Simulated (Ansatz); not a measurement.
# ClH₃OSn: one species, many methods

Aim: compute ClH₃OSn with functionals from several rungs and with coupled cluster. The yardstick is the atomisation energy at the CCSD(T) limit.

Computed with Ansatz 0.2.0, Gaussian basis. Level: functionals in def2-TZVPP, the program's frozen cores in correlated methods.

The runs, in order: LDA (SPW92), PBE-D4, revPBE-D4, BLYP-D4, r2SCAN-D4, B97M-V, PBE0-D4, B3LYP-D4, r2SCANh-D4, r2SCAN0-D4, HSE06-D4, BHLYP-D4, CAM-B3LYP-D4, LC-ωPBE, ωB97X-V, ωB97M-V, B2PLYP, PBE-QIDH; CCSD(T)/def2-SVP; CCSD(T)/def2-TZVPP; MP2/def2-QZVPP; extrapolation to the limit; RPA on PBE.

## (1) The relaxed structure

The geometry comes from an earlier relaxation with PBE0-D4 in a triple-zeta def2 set; it is a stationary point. Sn takes the def2 core potential; no spin-orbit term is included.

SMILES `[OH][SnH2][Cl]`, 6 atoms, charge 0, spin multiplicity 1.

Atoms are counted from 1 here; the program's logs count them from 0.

Bond lengths: O1–Sn2 1.952 Å, O1–H4 0.960 Å, Sn2–Cl3 2.330 Å, Sn2–H5 1.702 Å, Sn2–H6 1.693 Å. Angles: Sn2–O1–H4 113.6°, O1–Sn2–Cl3 106.7°, O1–Sn2–H5 110.8°, O1–Sn2–H6 105.2°, Cl3–Sn2–H5 106.1°, Cl3–Sn2–H6 109.1°, H5–Sn2–H6 118.5°.

As a file:

```xyz
6

O    -1.41632   -0.54319   -0.28498
Sn    0.23318    0.39755    0.16735
Cl    1.82800   -1.23358    0.64079
H    -1.30816   -1.19821   -0.97876
H     0.82529    1.25957   -1.17486
H    -0.11999    1.25387    1.58435
```

## (2) LDA

This LDA is Slater exchange with PW92 correlation.

in.yaml reads:

```yaml
crystal:
  periodic: [false, false, false]
  atoms:
    - {symbol: O, position_ang: [-1.416317, -0.543195, -0.284978]}
    - {symbol: Sn, position_ang: [0.233179, 0.397551, 0.167348]}
    - {symbol: Cl, position_ang: [1.828001, -1.233585, 0.640790]}
    - {symbol: H, position_ang: [-1.308162, -1.198207, -0.978759]}
    - {symbol: H, position_ang: [0.825291, 1.259568, -1.174856]}
    - {symbol: H, position_ang: [-0.119993, 1.253866, 1.584353]}
basis:
  gaussian: {orbitals: def2-TZVPP}
hamiltonian: {xc: lda}
output: {orbitals: {seedname: orbitals}}
```

The runs that follow: PBE-D4 (GGA); revPBE-D4 (GGA); BLYP-D4 (GGA); r2SCAN-D4 (meta-GGA); B97M-V (meta-GGA); PBE0-D4 (hybrid); B3LYP-D4 (hybrid); r2SCANh-D4 (hybrid); r2SCAN0-D4 (hybrid); HSE06-D4 (hybrid); BHLYP-D4 (hybrid); CAM-B3LYP-D4 (range-separated); LC-ωPBE-D4 (range-separated); ωB97X-V (range-separated); ωB97M-V (range-separated); B2PLYP (double hybrid); PBE-QIDH (double hybrid); CCSD(T) in def2-SVP; CCSD(T) in def2-TZVPP; MP2 in def2-QZVPP; RPA on PBE orbitals.

Before running them: what should the planned runs give, taken together? Wanted: atomisation energy, CCSD(T)/CBS; farthest beyond LDA; mean size of error, GGA; mean size of error, meta-GGA; mean size of error, hybrid; mean size of error, range-separated; mean size of error, double hybrid; gap, smallest and largest; T1 diagnostic.

**Answer**, as computed:

| quantity | value |
| --- | --- |
| atomisation energy, CCSD(T)/CBS | 1694.5 kJ/mol |
| functionals within 16.9 kJ/mol (1.0 %) | B97M-V, ωB97X-V |
| farthest beyond LDA | BHLYP-D4 (-103.6 kJ/mol) |
| mean size of error, GGA | 45.1 kJ/mol |
| mean size of error, meta-GGA | 18.1 kJ/mol |
| mean size of error, hybrid | 63.4 kJ/mol |
| mean size of error, range-separated | 30.0 kJ/mol |
| mean size of error, double hybrid | 60.8 kJ/mol |
| gap, smallest and largest | 5.30 eV (LDA (SPW92)), 12.84 eV (LC-ωPBE) |
| T1 diagnostic | 0.0127 |
| triples share of the correlation energy | 3.3 % |

In words: The LDA atomisation energy is off by 233.8 kJ/mol (14 %): it overbinds. PBE-D4 misses by -18.9 kJ/mol. Double hybrids carry the basis error of their MP2 part in triple zeta, and no dispersion term here, so their miss is partly the set-up's. Taken by rung, meta-GGA functionals do best (18.1 kJ/mol on average) and hybrid ones worst beyond LDA (63.4 kJ/mol). The mean of the hybrids holds BHLYP, with half exact exchange. The reference freezes the cores and leaves out spin-orbit coupling and excitations past (T), and its outer-core shells are covered unevenly, so misses under about 16.9 kJ/mol can't be ranked. All levels share the lack of spin-orbit coupling, which lowers the free heavy atoms and so the true binding. Hartree-Fock recovers 67 % of the binding; the rest is correlation. CCSD(T) in def2-SVP is off by -181.9 kJ/mol, which most functionals beat. The gap grows from 5.3 to 12.8 eV across the functionals, mostly with the share of exact exchange. Correlated methods include outer-core shells of Sn, which these sets cover unevenly.
